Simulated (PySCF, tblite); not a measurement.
# C₅H₁₁BOS: geometry, infrared bands and NMR shifts

What infrared bands and NMR shifts should C₅H₁₁BOS (`CCB1COCCS1`) show?

Computed with tblite 0.8.0 and PySCF 2.14.0, with density-fitted response routines of our own, on a single molecule in the gas phase. Atoms are numbered from 0 throughout.

**1. The starting structure**

19 atoms, charge 0, multiplicity 1; geometry from: force field or distance geometry start.

Bonds of the start (Å): C0–C1 1.51, C1–B2 1.56, B2–C3 1.61, C3–O4 1.43, O4–C5 1.38, C5–C6 1.52, C6–S7 1.84, S7–B2 1.88, C0–H8 1.10, C0–H9 1.10, C0–H10 1.11, C1–H11 1.12, C1–H12 1.10, C3–H13 1.08, C3–H14 1.10, C5–H15 1.13, C5–H16 1.11, C6–H17 1.10, C6–H18 1.10.

**2. Geometry optimisation with GFN2-xTB**

Job settings and geometry (Å):

```
{"job": {"kind": "relax", "xc": "GFN2-xTB", "basis": "xTB"}, "charge": 0, "multiplicity": 1}
C      2.855100    -0.782000    -0.459300
C      1.991900     0.447700    -0.336000
B      0.510300     0.177000     0.082000
C     -0.493200     1.433900    -0.045000
O     -1.566100     1.053500     0.814700
C     -2.475700     0.213800     0.214600
C     -2.122400    -1.260800     0.297500
S     -0.328900    -1.497600    -0.033300
H      2.319800    -1.696600    -0.744000
H      3.432600    -0.870200     0.478500
H      3.588700    -0.576100    -1.266600
H      2.461600     1.120300     0.431800
H      1.977800     1.014800    -1.274000
H     -0.037700     2.381800     0.219700
H     -0.920300     1.372500    -1.060900
H     -3.462900     0.388900     0.744100
H     -2.587300     0.527700    -0.842100
H     -2.428300    -1.678100     1.264600
H     -2.724900    -1.761100    -0.478500
```

Launch:

```bash
$ OMP_NUM_THREADS=1 python probes_run.py task.json out
```

One launch serves the whole session: the jobs run in the order shown.

**Question.** This job is followed by: GFN2-xTB harmonic vibrations, gas phase; GIAO PBE0/pcSseg-1 NMR shielding, non-relativistic, gas phase. Predict these results of the whole session: strongest single infrared mode (GFN2-xTB); zero-point energy (GFN2-xTB); 13C shifts against TMS (PBE0/pcSseg-1); 1H shifts against TMS (PBE0/pcSseg-1, means over atoms taken as alike); 11B shifts against BF3·OEt2 (PBE0/pcSseg-1); 17O shifts against H2O (PBE0/pcSseg-1); 33S shifts against CS2 (PBE0/pcSseg-1); surface potential, 1st and 99th percentile.

The runs gave:

```
                                                              quantity                             value
                             strongest single infrared mode (GFN2-xTB)               968 cm⁻¹, 74 km/mol
                                          zero-point energy (GFN2-xTB)                     98.0 kcal/mol
                                13C shifts against TMS (PBE0/pcSseg-1)  71.8, 70.6, 31.6, 18.8, 10.4 ppm
1H shifts against TMS (PBE0/pcSseg-1, means over atoms taken as alike)  4.21, 3.80, 2.61, 1.11, 1.09 ppm
                           11B shifts against BF3·OEt2 (PBE0/pcSseg-1)                          71.1 ppm
                                17O shifts against H2O (PBE0/pcSseg-1)                          19.6 ppm
                                33S shifts against CS2 (PBE0/pcSseg-1)                            80 ppm
                                 surface potential, 1st and 99th percentile                -1.43 V and 0.92 V
```

**Reading.** Over 92 steps the energy fell by 0.991 eV; of the close pairs, B2–S7 changed most, 1.877 to 1.766 Å. No mode is imaginary among the 51: a minimum at this level. The strongest single mode, at 968 cm⁻¹, is carried by B2, H10, H11, C0. Unscaled tight-binding wavenumbers are off by several per cent, some by more. Its intensities can rank the bands wrongly. H13, H14 (mean) (hydrogen on an sp3 CH2 bonded to B and O) lies farthest downfield among hydrogen, at 4.21 ppm; its carbon carries O, hence the downfield position. At PBE0/pcSseg-1: The widest tensor belongs to S7: span 380 ppm, with a paramagnetic part of -636 ppm. At PBE0/pcSseg-1, counted by nearest atom on the grid, the HOMO lies on O4 48 %; C3 8 %, the LUMO on B2 52 %; S7 17 %.
